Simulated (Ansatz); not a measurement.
# Ga2O3: the cost of one run

Computed with Ansatz 0.2.0 (DFT r2SCAN, scalar-relativistic, plane waves, PAW, unless a step's input says otherwise).

1 further run of the same task is left out (set aside as unsound or not needed).

**1. Starting point**

The structure is trigonal, space group R-3c (No. 167). The conventional cell has a = 4.985 Å, b = 4.985 Å, c = 13.442 Å, α = 90.00°, β = 90.00°, γ = 120.00°. Around Ga (site symmetry 3) lie 6 O at 1.93 to 2.07 Å. O (site symmetry 2) is surrounded by 4 Ga at 1.93 to 2.07 Å.

Structure file:

```
Ga O
1.0
     2.49230    1.43893    4.48067
    -2.49230    1.43893    4.48067
     0.00000   -2.87786    4.48067
Ga O
4 6
Direct
  0.35540 0.35540 0.35540
  0.14460 0.14460 0.14460
  0.64460 0.64460 0.64460
  0.85540 0.85540 0.85540
  0.55363 0.94637 0.25000
  0.25000 0.55363 0.94637
  0.94637 0.25000 0.55363
  0.44637 0.05363 0.75000
  0.75000 0.44637 0.05363
  0.05363 0.75000 0.44637
```

This cell was relaxed beforehand with the same method: volume 9.64 Å³/atom, gap on the mesh 3.55 eV.

**2. The undisturbed cell**

Input file input.yaml:

```yaml
crystal:
  lattice:
    - [2.4923023535, 1.4389314347, 4.4806666158]
    - [-2.4923023535, 1.4389314347, 4.4806666158]
    - [0.0, -2.8778628693, 4.4806666158]
  atoms:
    - { symbol: Ga, position: [0.3554023483, 0.3554023483, 0.3554023483] }
    - { symbol: Ga, position: [0.1445976517, 0.1445976517, 0.1445976517] }
    - { symbol: Ga, position: [0.6445976517, 0.6445976517, 0.6445976517] }
    - { symbol: Ga, position: [0.8554023483, 0.8554023483, 0.8554023483] }
    - { symbol: O, position: [0.5536262452, 0.9463737548, 0.25] }
    - { symbol: O, position: [0.25, 0.5536262452, 0.9463737548] }
    - { symbol: O, position: [0.9463737548, 0.25, 0.5536262452] }
    - { symbol: O, position: [0.4463737548, 0.0536262452, 0.75] }
    - { symbol: O, position: [0.75, 0.4463737548, 0.0536262452] }
    - { symbol: O, position: [0.0536262452, 0.75, 0.4463737548] }
basis:
  ecutwfc: 500
kpoints:
  mp_grid: { grid: [6, 6, 6] }
hamiltonian:
  xc: r2scan
scf:
  occupations: { method: gaussian, width: 0.05 }
output:
  forces: true
  stress: true
  eigenvalues: true
  write_density: true
  write_potential: true
  elf: true
  volumetric_format: npy
```

Launch:

```console
$ ansatz run input.yaml --threads 2 --pin off --max-ram 5120MiB --backend cpu --events-out ev --progress --plain --runs-dir out
```

What time and memory should one allow on 2 threads of Intel Xeon at 2.70GHz, shared host?

About 18 s, with a peak of 0.76 GiB.
